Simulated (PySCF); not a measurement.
# C4H7F3NOP: the cost of one run

Programs: PySCF 2.14.0, with routines of our own; each step states its level. All values are computed. Atoms count from 0.

## Step 1: The starting structure

17 atoms, charge 0, multiplicity 1; geometry from: GFN2-xTB.

## Step 2: Magnetic properties: GIAO BHandHLYP/pcSseg-1

The job: settings as JSON, then the geometry in Å.

```
{"job": {"kind": "mag", "xc": "BHandHLYP", "basis": "pcSseg-1", "isotopologues": 0}, "charge": 0, "multiplicity": 1}
C      2.187061    -1.000859    -0.013745
C      1.349479     0.154572     0.380013
O      1.618411     1.034620     1.148109
P     -0.320023     0.160557    -0.468778
C     -0.997723     1.854448    -0.267670
N     -0.189724    -0.610743    -1.805330
C     -1.377859    -0.710201     0.889170
F     -2.649769    -0.792641     0.464727
F     -1.403769    -0.129434     2.091155
F     -0.934669    -1.963316     1.062553
H      3.201666    -0.909552     0.365421
H      2.167003    -1.079741    -1.100270
H      1.721002    -1.908468     0.374416
H     -0.553160     2.485990    -1.036489
H     -2.080674     1.830276    -0.399996
H     -0.749514     2.241692     0.719603
H     -0.994737    -0.645169    -2.412798
```

Level: GIAO BHandHLYP/pcSseg-1 magnetisability, rotational g tensor and spin-rotation constants, non-relativistic, gas phase.

Launch:

```bash
> OMP_NUM_THREADS=1 python excited_run.py task.json out
```

One launch serves the whole session: the jobs run in the order shown.

Q: Estimate the wall time and peak memory of this first job on 1 thread of Arm Neoverse V2, shared host.

About 43 s, with a peak of 0.94 GiB.
